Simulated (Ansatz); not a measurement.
# Si2Mo (MoSi2 type): the cost of one run

Computed with Ansatz 0.2.0 (DFT PBE, with the methods named in each step, unless a step's input says otherwise).

## 1. The structure to begin with

Symmetry: I4/mmm, No. 139, tetragonal system. The conventional cell has a = 3.100 Å, b = 3.100 Å, c = 7.596 Å, α = 90.00°, β = 90.00°, γ = 90.00°. Mo (site symmetry 4/mmm) has 10 Si at 2.53 to 2.54 Å in its first shell of neighbours. Si (site symmetry 4mm) is surrounded by 5 Si at 2.51 to 2.54 Å and 5 Mo at 2.53 to 2.54 Å.

Coordinates:

```xyz
3
Lattice="-1.5502 1.5502 3.7980 1.5502 -1.5502 3.7980 1.5502 1.5502 -3.7980" Properties=species:S:1:pos:R:3 pbc="T T T"
Mo    0.0000    0.0000    0.0000
Si    0.0000    0.0000    2.5447
Si    0.0000    0.0000   -2.5447
```

Atoms are numbered in the order of the input: Mo1, Si2, Si3.

## 2. Cell relaxed at zero pressure, PAW

input.yaml reads:

```yaml
crystal:
  lattice:
    - [-1.5502181398, 1.5502181398, 3.7980344424]
    - [1.5502181398, -1.5502181398, 3.7980344424]
    - [1.5502181398, 1.5502181398, -3.7980344424]
  atoms:
    - { symbol: Mo, position: [0.0, 0.0, 0.0] }
    - { symbol: Si, position: [0.335, 0.335, 0.0] }
    - { symbol: Si, position: [-0.335, -0.335, 0.0] }
kpoints:
  mp_grid: { grid: [15, 15, 15] }
scf:
  occupations: { method: fermi_dirac, width: 0.08 }
hamiltonian:
  xc: pbe
  pseudopotentials: { kind: paw }
output:
  forces: true
  stress: true
relax:
  f_tol: 0.005
  max_steps: 40
  cell: {}
```

The run is started by

```console
$ ansatz run input.yaml --threads 2 --pin off --max-ram 5120MiB --backend cpu --events-out ev --progress --plain --runs-dir out
```

What time and memory should one allow on 2 threads of AMD EPYC 7R43 (Zen 3), shared host?

About 38 s, with a peak of 0.48 GiB.
